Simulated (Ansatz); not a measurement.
# C3H9GaO: one species, many methods

An exercise on one series of results from a longer session: the logs are not shown, and one member is left open.

Computed with Ansatz 0.2.0, Gaussian basis. Level: functionals in def2-TZVPP, the program's frozen cores in correlated methods.

The runs, in order: LDA (SPW92), PBE-D4, revPBE-D4, BLYP-D4, r2SCAN-D4, B97M-V, PBE0-D4, B3LYP-D4, r2SCANh-D4, r2SCAN0-D4, HSE06-D4, BHLYP-D4, CAM-B3LYP-D4, LC-ωPBE, ωB97X-V, ωB97M-V, B2PLYP, PBE-QIDH; CCSD(T)/def2-SVP; CCSD(T)/def2-TZVPP; MP2/def2-QZVPP; extrapolation to the limit; RPA on PBE.

### The relaxed structure

The geometry comes from an earlier relaxation with PBE0-D4 in a triple-zeta def2 set; it is a stationary point, not always the lowest conformer.

SMILES `CC(C)[O][GaH2]`, 14 atoms, charge 0, spin multiplicity 1.

Atoms are counted from 1 here; the program's logs count them from 0.

Bond lengths: C1–C2 1.518 Å, C1–H6 1.092 Å, C1–H7 1.095 Å, C1–H8 1.093 Å, C2–C3 1.518 Å, C2–O4 1.411 Å, C2–H9 1.099 Å, C3–H10 1.092 Å, C3–H11 1.095 Å, C3–H12 1.093 Å, O4–Ga5 1.785 Å, Ga5–H13 1.564 Å, Ga5–H14 1.557 Å. Angles: C2–C1–H6 110.3°, C2–C1–H7 110.6°, C2–C1–H8 111.1°, H6–C1–H7 108.6°, H6–C1–H8 108.3°, H7–C1–H8 107.8°, C1–C2–C3 111.9°, C1–C2–O4 111.4°, C1–C2–H9 108.1°, C3–C2–O4 111.4°, C3–C2–H9 108.1°, O4–C2–H9 105.6°, C2–C3–H10 110.3°, C2–C3–H11 110.6°, C2–C3–H12 111.1°, H10–C3–H11 108.6°, H10–C3–H12 108.3°, H11–C3–H12 107.8° and more.

Set-up of the first run:

in.yaml reads:

```yaml
crystal:
  periodic: [false, false, false]
  atoms:
    - {symbol: C, position_ang: [-0.929385, 0.829988, 0.873815]}
    - {symbol: C, position_ang: [0.179583, -0.200380, 0.755927]}
    - {symbol: C, position_ang: [-0.307751, -1.486696, 0.113077]}
    - {symbol: O, position_ang: [1.298732, 0.323638, 0.073969]}
    - {symbol: Ga, position_ang: [1.344723, 0.892610, -1.616814]}
    - {symbol: H, position_ang: [-0.548607, 1.746279, 1.329749]}
    - {symbol: H, position_ang: [-1.335459, 1.073878, -0.113314]}
    - {symbol: H, position_ang: [-1.750762, 0.455379, 1.489950]}
    - {symbol: H, position_ang: [0.534506, -0.437453, 1.768129]}
    - {symbol: H, position_ang: [0.511343, -2.204384, 0.032747]}
    - {symbol: H, position_ang: [-0.700269, -1.291217, -0.890188]}
    - {symbol: H, position_ang: [-1.107613, -1.942791, 0.701983]}
    - {symbol: H, position_ang: [0.052656, 0.837866, -2.497032]}
    - {symbol: H, position_ang: [2.758292, 1.403294, -2.021998]}
basis:
  gaussian: {orbitals: def2-TZVPP}
hamiltonian: {xc: lda}
output: {orbitals: {seedname: orbitals}}
```

Run with:

```
ansatz run in.yaml --threads 4 --pin off --events-out ev --progress --plain --max-ram 11315MiB
```

Among the steps run: LDA; PBE-D4 (GGA); revPBE-D4 (GGA); BLYP-D4 (GGA); r2SCAN-D4 (meta-GGA); B97M-V (meta-GGA); PBE0-D4 (hybrid); B3LYP-D4 (hybrid); r2SCANh-D4 (hybrid); r2SCAN0-D4 (hybrid); HSE06-D4 (hybrid); BHLYP-D4 (hybrid); CAM-B3LYP-D4 (range-separated); LC-ωPBE (range-separated); ωB97X-V (range-separated); ωB97M-V (range-separated); B2PLYP (double hybrid); PBE-QIDH (double hybrid).

One of the session's tables, all rows but one given; the rest of the session is left out.

It belongs to the step «Frontier levels by functional». 

```
  functional  HOMO (eV)  gap (eV)
 LDA (SPW92)      -6.44      4.23
      PBE-D4      -6.32      4.38
   revPBE-D4      -6.26      4.45
     BLYP-D4      -6.23      4.35
   r2SCAN-D4      -6.60      4.92
      B97M-V      -6.76      4.84
     PBE0-D4      -7.71      6.56
    B3LYP-D4      -7.51      6.08
  r2SCANh-D4      -7.12      5.73
  r2SCAN0-D4      -7.91      6.92
    HSE06-D4      -7.31      5.79
    BHLYP-D4          ?         ?
CAM-B3LYP-D4      -9.12      8.85
     LC-ωPBE     -10.42     11.35
     ωB97X-V     -10.12     10.88
     ωB97M-V     -10.02     10.55
```

**Question.** Estimate the row for BHLYP-D4.

Worked estimate for «HOMO (eV)». Against the share of exact exchange, BLYP-D4 (0, -6.23), B3LYP-D4 (0.2, -7.51) give a slope of -6.40 per unit share; at 0.5 the line stands at -9.43.

The run gave: HOMO (eV): -9.07; gap (eV): 8.64. In «HOMO (eV)» the line misses by -0.36.
